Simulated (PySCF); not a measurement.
# Changing the system itself: GeSe

How does GeSe answer to another spin, charge, distance or environment?

Computed with PySCF 2.14.0. Level: method and basis as typed in the scripts.

1 further run of the same task is left out (it didn't finish).

## 1. The system as given

GeSe: 2 atoms, charge 0, spin multiplicity 1.

Bond lengths: Ge1–Se2 2.275 Å.

## 2. Base script

Contents of input.py:

```python
from pyscf import gto, scf, mp

mol = gto.M(
    atom='Ge 0 0 0; Se 0 0 2.275',
    basis='cc-pvdz-dk',
    charge=0,
    spin=0,
    verbose=3,
)
mf = scf.RHF(mol)
mf = mf.sfx2c1e()
mf.kernel()
mp.MP2(mf, frozen=18).kernel()
mf.dip_moment()
print('orbital energies (hartree):', mf.mo_energy[..., max(0, mol.nelec[1]-3):mol.nelec[0]+3].round(4))
```

Run with:

```console
$ OMP_NUM_THREADS=1 python input.py
```

Its log is not repeated here.

Base result: E(SCF) = -4525.033430 Eh, E(MP2) − E(SCF) = -0.22609 Eh, μ = 3.27 D (of the SCF density).

The bond length is a typed value, not an optimised one.

## 3. Bond 2.207 Å

Edit 1 changes bond length: 2.275 Å → 2.207 Å.

Contents of input.py:

```python
from pyscf import gto, scf, mp

mol = gto.M(
    atom='Ge 0 0 0; Se 0 0 2.207',
    basis='cc-pvdz-dk',
    charge=0,
    spin=0,
    verbose=3,
)
mf = scf.RHF(mol)
mf = mf.sfx2c1e()
mf.kernel()
mp.MP2(mf, frozen=18).kernel()
mf.dip_moment()
print('orbital energies (hartree):', mf.mo_energy[..., max(0, mol.nelec[1]-3):mol.nelec[0]+3].round(4))
```

Run with:

```console
$ OMP_NUM_THREADS=1 python input.py
```

## 4. PCM, ε = 32.6

Edit 2 changes solvent: none (gas phase) → PCM, ε = 32.6; step after the SCF: mp2 → analyze.

Contents of input.py:

```python
from pyscf import gto, scf, solvent

mol = gto.M(
    atom='Ge 0 0 0; Se 0 0 2.275',
    basis='cc-pvdz-dk',
    charge=0,
    spin=0,
    verbose=3,
)
mf = scf.RHF(mol)
mf = mf.sfx2c1e()
mf = solvent.PCM(mf)
mf.with_solvent.eps = 32.6
mf.kernel()
mf.analyze()
print('orbital energies (hartree):', mf.mo_energy[..., max(0, mol.nelec[1]-3):mol.nelec[0]+3].round(4))
```

## 5. Quintet (UHF)

Edit 3 changes spin (2S): 0 → 4; SCF type: RHF → UHF.

Contents of input.py:

```python
from pyscf import gto, scf, mp

mol = gto.M(
    atom='Ge 0 0 0; Se 0 0 2.275',
    basis='cc-pvdz-dk',
    charge=0,
    spin=4,
    verbose=3,
)
mf = scf.UHF(mol)
mf = mf.sfx2c1e()
mf.kernel()
mp.MP2(mf, frozen=18).kernel()
mf.dip_moment()
print('orbital energies (hartree):', [e[max(0, n-3):n+3].round(4) for e, n in zip(mf.mo_energy, mol.nelec)])
```

Q: Predict the outcome of this session. Wanted: for each run, E(SCF); from base; gap, α spin; SCF dipole; after the SCF.

The runs gave:

| run | E(SCF) (hartree) | from base (eV) | gap, α spin (eV) | SCF dipole (D) | after the SCF |
| --- | --- | --- | --- | --- | --- |
| base | -4525.033430 | 0 | 9.27 | 3.27 | MP2 correlation -6.152 eV, core frozen |
| bond 2.207 Å | -4525.039976 | -0.1781 | 9.66 | 2.90 | MP2 correlation -6.086 eV, core frozen |
| PCM, ε = 32.6 | -4525.041647 | -0.2236 | 9.63 | 5.23 | n/a |
| quintet (UHF) | -4524.915473 | +3.2098 | 10.18 | 0.21 | MP2 correlation -4.394 eV, core frozen |

**Reading.** Of the runs whose energies can be compared, “quintet (UHF)” moves the SCF energy most (+3.210 eV). A continuum solvent with ε = 32.6 lowers the energy by 0.224 eV. The quintet solution found lies 3.21 eV above the base singlet at this geometry and level.
